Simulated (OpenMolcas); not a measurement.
**Two attempts at C2H2Te (SMILES C#C[TeH])**

Aim: a geometry optimisation of C2H2Te at OPBE/LANL2DZ (RICD fitting, core potential, PCM heptane).

The calculation is run with OpenMolcas 26.06.

8 further runs of the same task are left out: 1 that didn't finish, 7 set aside as unsound or not needed.

## (1) Starting point

C2H2Te has 5 atoms, charge 0, and is taken as a singlet. As SMILES, `C#C[TeH]`. The shape comes from GFN2-xTB, which is rough for such elements, and wasn't checked as a minimum. The run starts from this shape.

Bond lengths: C1–C2 1.200 Å, C2–Te3 2.044 Å, C1–H4 1.051 Å, Te3–H5 1.646 Å. Angles: C1–C2–Te3 175.7°, C2–C1–H4 178.2°, C2–Te3–H5 89.8°.

## (2) Try one

File struct.xyz:

```xyz
5

C     -0.739890    -1.088340     0.404020
C      0.093400    -0.281810     0.094370
Te     1.617910     0.984080    -0.406740
H     -1.492320    -1.774030     0.663730
H      0.520900     2.160110    -0.755380
```

File test.inp:

```
>>> EXPORT MOLCAS_PRINT=2

&gateway
 coord=struct.xyz
 basis=def2-mSVP
 group=NoSym
 ricd
 rf-input
 PCM-Model
 Solvent=heptane
 End of RF-Input
>>> EXPORT MOLCAS_MAXITER=30
>>> Do While

&seward

&scf
 ksdft=OPBE
 prorbitals=1 1

&slapaf
>>> EndDo
```

Started as:

```
$ export MOLCAS_MEM=1860
$ pymolcas test.inp > test.log
```

Output:

```text
--- Start Module: gateway ---

                                              &GATEWAY

                       available to each process: 1.9 GB of memory, 1 thread

 ###############################################################################
 ###    ERROR: Basis set file <dir>
 ###    does not exist!                                                      ###
 ###    (1) For a valence basis set: check the spelling of                   ###
 ###    the basis set label and that the basis set file is                   ###
 ###    present in the basis set library directory.                          ###
 ###    (2) For an external auxiliary basis set: check that                  ###
 ###    the basis set file is present in the appropiate basis                ###
 ###    set library subdirectory.                                            ###
 ###############################################################################
--- Stop Module: gateway /rc=_RC_INPUT_ERROR_ ---

.####################.
.# User input error #.
.####################.

    Timing: Wall=0.03 User=0.01 System=0.02
```

Wall time 0.2 s (1 thread of Arm Neoverse V2, shared host).

## (3) Diagnosis

The input was rejected.

The telling line is `does not exist`. Cause: the input names a basis that the program doesn't know.

## (4) Second attempt

struct.xyz is that of step 2.

File test.input:

```
* C2H2Te Kohn-Sham DFT

&GATEWAY
  Coord = struct.xyz
  Basis = LANL2DZ
  Group = NoSym
  RICD
  RF-Input
  PCM-Model
  Solvent=heptane
  End of RF-Input
>>> EXPORT MOLCAS_MAXITER=60
>>> Do While

&SEWARD

&SCF
  KSDFT = OPBE
  PrOrbitals = 0

&SLAPAF
>>> EndDo
```

Started as:

```
$ export MOLCAS_MEM=1860
$ pymolcas test.input > test.log
```

Output:

```text
--- Start Module: gateway ---
[...]
--- Stop Module: gateway /rc=_RC_ALL_IS_WELL_ ---
[...]
      Basis functions           30
[...]
       Convergence after  15 Iterations
[...]
::    Total KS-DFT energy                             -85.3664492004
[...]
 *              Molecular gradients               *
 **************************************************
  Irreducible representation: a
 ------------------------------------------------------------------------------------------
                              X                       Y                       Z
 ------------------------------------------------------------------------------------------
  C1                3.89318772114224E-02    3.57532478697768E-02   -1.37524911052940E-02
  C2               -5.26905720907580E-02   -4.49511313130380E-02    1.76121920700822E-02
  TE3              -5.06753258883297E-03    8.46165866836635E-03   -2.71461250134897E-03
  H4                1.25721917116173E-02    1.21665556665218E-02   -4.73452600636026E-03
  H5                6.49004615649895E-03   -1.14480982436027E-02    3.58626335344797E-03
 ------------------------------------------------------------------------------------------
[...]
--- Start Module: slapaf ---
[...]
 Geometry is converged in   6 iterations to a Minimum Structure
*****************************************************************************************************************
*****************************************************************************************************************
++ Geometry section
********************************************************************************
  Geometrical information of the final structure
********************************************************************************
  NOTE: on convergence the final predicted structure will be printed here.
  This is not identical to the structure printed in the head of the output.
 *********************************************************
[...]
--- Stop Module: slapaf /rc=_RC_INVOKED_OTHER_MODULE_ ---
--- Start Module: last_energy ---
[...]
       Convergence after   8 Iterations
[...]
::    Total KS-DFT energy                             -85.3699935307
[...]
      Total spin, S                                     0.0000000000
[...]
      Total electronic charge=   20.000000
      Total            charge=   -0.000000
[...]
      Dipole Moment (debye):
      Origin of the operator (angstrom)=    1.2919    0.7173   -0.3003
                   X=  1.2182E-02               Y=  6.7127E-01               Z= -2.3376E-01           Total=  7.1092E-01
      Quadrupole Moment (debye*angstrom):
[...]
--- Stop Module: last_energy /rc=_RC_ALL_IS_WELL_ ---
[...]
```

Run time: 23 s. Hardware: 1 thread of Arm Neoverse V2, shared host.

Steps, from the record of the run:

| step | energy from the first frame kept (eV) | largest force (eV/Å) |
| --- | --- | --- |
| 0 | 0.0000 | 3.6748 |
| 1 | -0.0870 | 0.4336 |
| 2 | -0.0938 | 0.2282 |
| 3 | -0.0961 | 0.0868 |
| 4 | -0.0964 | 0.0323 |
| 5 | -0.0964 | 0.0216 |

After the run. Bond lengths: C1–C2 1.236 Å, C2–Te3 2.042 Å, C1–H4 1.074 Å, Te3–H5 1.687 Å. Angles: C1–C2–Te3 176.9°, C2–C1–H4 179.4°, C2–Te3–H5 93.1°.

## (5) What came out

Level: OPBE/LANL2DZ (RICD fitting, core potential, PCM heptane).

| quantity | value |
| --- | --- |
| total energy at the end | -85.36999 Eh |
| dipole moment | 0.71 D |
| HOMO energy | -5.44 eV |
| LUMO energy | -1.78 eV |
| HOMO–LUMO gap | 3.66 eV |

What this shows: The optimisation took 5 steps and changed the energy by -0.096 eV. Mulliken charges run from -0.29 on C1 to +0.29 on Te3.
